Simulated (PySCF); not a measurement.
# NiCl₃⁻: singlet, from a trigonal pyramidal start

Where does singlet NiCl₃⁻ go from a trigonal pyramidal start, is the end point a minimum, and what are its modes, charges and moments?

Program: PySCF 2.14.0. Level of theory: B3LYP, basis Ni def2-SVPD, Cl def2-SVPD, no relativity, density fitting. These are calculated values, not measurements.

## 1. Where the work starts

4 atoms, charge -1, spin multiplicity 1.

Bond lengths: Ni1–Cl2 2.090 Å, Ni1–Cl3 2.090 Å, Ni1–Cl4 2.090 Å. Angles: Cl2–Ni1–Cl3 99.8°, Cl2–Ni1–Cl4 99.8°, Cl3–Ni1–Cl4 99.8°.

Z-matrix (Å, degrees; charge -1 multiplicity 1):
```
Ni
Cl 1 2.0900
Cl 1 2.0900 2 99.75
Cl 1 2.0900 2 99.75 3 -101.77
```

## 2. Relaxing the singlet from the trigonal pyramidal start

The steps below are one call of a driver around PySCF. For each, scf.py gives the equivalent set-up of the SCF; relaxations use the driver's own optimiser. Before each start the driver seeks the lowest SCF state from one or more starting densities and follows internal instabilities, so scf.py alone need not reach the same state.

The program finds C3v symmetry in the start, which this walk keeps.

Contents of scf.py:

```python
from pyscf import gto, scf, dft
mol = gto.M(atom='''
Ni     0.000000     0.000000    -0.632112
Cl     1.845363     0.000032     0.349088
Cl    -0.922709     1.598116     0.349088
Cl    -0.922654    -1.598147     0.349088''',
    basis={'Ni': 'def2-SVPD', 'Cl': 'def2-SVPD'},
    charge=-1, spin=0)
mf = dft.RKS(mol, xc='B3LYP')
mf.grids.atom_grid = (50, 194)
aux = {'Ni': 'def2-universal-JKFIT', 'Cl': 'def2-universal-JKFIT'}
mf = mf.density_fit(auxbasis=aux)
mf.kernel()
```

Energy and gradient, step by step:

```tsv
step	energy (Eh)	change (kJ/mol)	largest symmetric gradient (Eh/bohr)
0	-2888.557205	0.00	0.03967
1	-2888.578441	-55.76	0.02119
2	-2888.598189	-107.60	0.02370
3	-2888.604122	-123.18	0.01960
4	-2888.606159	-128.53	0.01489
5	-2888.610218	-139.19	0.00689
6	-2888.611467	-142.46	0.00153
7	-2888.611524	-142.62	0.00020
8	-2888.611526	-142.62	0.00001
```

The walk took 16 s on 4 threads, shared host.

It settles in D3h symmetry, 142.6 kJ/mol below the start, after 8 steps: Ni–Cl 2.189 Å (×3); Cl–Ni–Cl 120.0° (×3). A gradient of 0.0079 Eh/bohr that breaks the symmetry is left: this electronic state wants a lower symmetry.

## 3. Relaxing without the symmetry constraint

The geometry is nudged along the force that breaks the symmetry.

The program finds C2v symmetry in the start, which may break.

scf.py, as its differences from that of step 2:

```diff
@@ -3,4 +3,4 @@
-Ni     0.000000     0.000000    -0.632112
-Cl     1.845363     0.000032     0.349088
-Cl    -0.922709     1.598116     0.349088
-Cl    -0.922654    -1.598147     0.349088''',
+Ni    -0.025864    -0.000001    -0.000000
+Cl     2.166975     0.000075     0.000003
+Cl    -1.062129     1.927655    -0.000001
+Cl    -1.061996    -1.927729    -0.000001''',
```

Energy and gradient, step by step:

```tsv
step	energy (Eh)	change (kJ/mol)	largest gradient (Eh/bohr)
0	-2888.613879	0.00	0.00747
1	-2888.617824	-10.36	0.00745
2	-2888.622345	-22.23	0.00688
3	-2888.623040	-24.05	0.00548
4	-2888.623461	-25.16	0.00195
5	-2888.623494	-25.24	0.00053
6	-2888.623494	-25.24	0.00020
```

The walk took 12 s.

Geometry (Å) and forces (eV/Å) at some steps:

```
step 0
Ni  -0.026   0.000   0.000  -0.321   0.000   0.000
Cl   2.167   0.000   0.000  -0.384   0.000   0.000
Cl  -1.062   1.928   0.000   0.352   0.331   0.000
Cl  -1.062  -1.928   0.000   0.352  -0.331   0.000
step 1
Ni  -0.077   0.000   0.000  -0.383   0.000   0.000
Cl   2.104   0.000   0.000  -0.288   0.000   0.000
Cl  -1.005   1.990   0.000   0.336   0.122   0.000
Cl  -1.005  -1.990   0.000   0.336  -0.122   0.000
step 3
Ni  -0.235   0.000   0.000  -0.266   0.000   0.000
Cl   1.914   0.000   0.000   0.014   0.000   0.000
Cl  -0.831   2.126   0.000   0.126  -0.282   0.000
Cl  -0.831  -2.126   0.000   0.126   0.282   0.000
step 6
Ni  -0.266   0.000  -0.003  -0.009   0.000   0.010
Cl   1.886   0.000   0.001   0.010   0.000  -0.002
Cl  -0.802   2.110   0.001   0.000   0.002  -0.004
Cl  -0.802  -2.110   0.001   0.000  -0.002  -0.004
```

End point (C2v, 6 steps, 25.2 kJ/mol gained): Ni–Cl 2.152 Å, Ni–Cl 2.177 Å (×2); Cl–Ni–Cl 104.3° (×2), Cl–Ni–Cl 151.5°.

## 4. Hessian and properties

On the finer grid the gradient is checked again; gradients at displacements of ±0.01 bohr then give force constants and infrared intensities.

scf.py, as its differences from that of step 3:

```diff
@@ -3,4 +3,4 @@
-Ni    -0.025864    -0.000001    -0.000000
-Cl     2.166975     0.000075     0.000003
-Cl    -1.062129     1.927655    -0.000001
-Cl    -1.061996    -1.927729    -0.000001''',
+Ni    -0.228738    -0.000011     0.000049
+Cl     1.924195     0.000090    -0.000409
+Cl    -0.771689     2.107523     0.000164
+Cl    -0.771491    -2.107596     0.000164''',
@@ -10 +10 @@
-mf.grids.atom_grid = (50, 194)
+mf.grids.atom_grid = (75, 302)
```

This SCF starts from the last density.

SCF at the final geometry:

```text
init E= -2888.62338798697
  HOMO = -0.110473257670128  LUMO = -0.00137802163053813  gap/eV = 2.96863
cycle= 1 E= -2888.62338798693  delta_E= 4.23e-11  |g|= 1.96e-05  |ddm|= 2.08e-05
  HOMO = -0.110479399857976  LUMO = -0.00138445507125518  gap/eV = 2.96862
cycle= 2 E= -2888.62338798591  delta_E= 1.01e-09  |g|= 8.22e-05  |ddm|= 7.75e-05
  HOMO = -0.110474730447459  LUMO = -0.00137931963818971  gap/eV = 2.96864
cycle= 3 E= -2888.62338798696  delta_E= -1.05e-09  |g|= 3.38e-06  |ddm|= 6.27e-05
  HOMO = -0.11047455776524  LUMO = -0.00137935675519341  gap/eV = 2.96863
cycle= 4 E= -2888.62338798699  delta_E= -3e-11  |g|= 4.92e-07  |ddm|= 3.95e-06
  HOMO = -0.110474521537727  LUMO = -0.00137935054472038  gap/eV = 2.96863
Extra cycle  E= -2888.62338798699  delta_E=    0  |g|= 5.98e-07  |ddm|= 2.16e-06
converged SCF energy = -2888.62338798699
```

The whole step took 32 s.

Geometry: C2v; Ni–Cl 2.153 Å, Ni–Cl 2.176 Å (×2); Cl–Ni–Cl 104.4° (×2), Cl–Ni–Cl 151.1°.

Harmonic modes (main isotopes):

```
symmetry  ω (cm⁻¹)  IR (km/mol)  μ (u)     type
      b2        92          0.2  36.07     bend
      a1       116          2.2  38.23     bend
      b1       132          8.8  46.53     bend
      a1       297          0.8  35.02  stretch
      a1       379         28.6  42.07  stretch
      b2       393          123  44.97  stretch
```

All wavenumbers are real: a minimum.

Constants and moments:

* Dipole moment about the centre of mass: 0.97 D
* Highest occupied level: -3.01 eV
* Lowest empty level: -0.04 eV
* Rotational constants: 0.0968, 0.05427, 0.03477 cm⁻¹
* Zero-point energy: 8.4 kJ/mol
* Principal polarisabilities: 62.4, 88.8, 113.6 bohr³
* Principal traceless quadrupole moments about the centre of mass: -14.80, 0.51, 14.29 D Å
* Entropy at 298.15 K and 1 bar: 341.3 J/(mol K)
* Heat capacity Cp at 298.15 K: 77.2 J/(mol K)
* Enthalpy at 298.15 K above 0 K: 18.32 kJ/mol
* Rotational symmetry number: 2

Populations by atom (charges in e):

```json
{"atom": "Ni1", "Mulliken": "0.48", "Löwdin": "0.34", "polar tensor": "0.85", "Mayer order to Ni1": "–"}
{"atom": "Cl2", "Mulliken": "-0.42", "Löwdin": "-0.41", "polar tensor": "-0.50", "Mayer order to Ni1": "0.84"}
{"atom": "Cl3,4", "Mulliken": "-0.53", "Löwdin": "-0.46", "polar tensor": "-0.68", "Mayer order to Ni1": "0.78"}
```

Outer orbital energies (eV). occupied: -4.72, -4.44, -4.38, -3.63, -3.22, -3.13, -3.09, -3.01; empty: -0.04, 3.31, 4.08, 4.28.

Mulliken populations on Ni1: s 6.64, p 12.41, d 8.47, f 0.00.

## 5. Would spin polarisation lower it?

At the lowest minimum the closed shell is tested against spin polarisation, on the (50, 194) grid. It is unstable: an open-shell solution lies lower. That solution was not followed to a minimum here.

## 6. Outcome

```
                            quantity                                                                     value
                             minimum           singlet, C2v (closed shell, unstable towards spin polarisation)
                            geometry  Ni–Cl 2.153 Å, Ni–Cl 2.176 Å (×2); Cl–Ni–Cl 104.4° (×2), Cl–Ni–Cl 151.1°
                  wavenumbers (cm⁻¹)                 92 (b2), 116 (a1), 132 (b1), 297 (a1), 379 (a1), 393 (b2)
      dipole moment (centre of mass)                                                                    0.97 D
highest occupied, lowest empty level                                                           -3.01, -0.04 eV
          polar-tensor charge of Ni1                                                                   +0.85 e
                   zero-point energy                                                                8.4 kJ/mol
```

**Reading.** From C3v at the start the molecule goes to a C2v minimum. The strongest infrared band lies at 393 cm⁻¹ (b2, stretch). Other starts or spin states, not run here, may lie lower. Spin polarisation would lower this closed shell, so its numbers describe a constrained state.

The search up to here took 72 s on 4 threads, shared host.
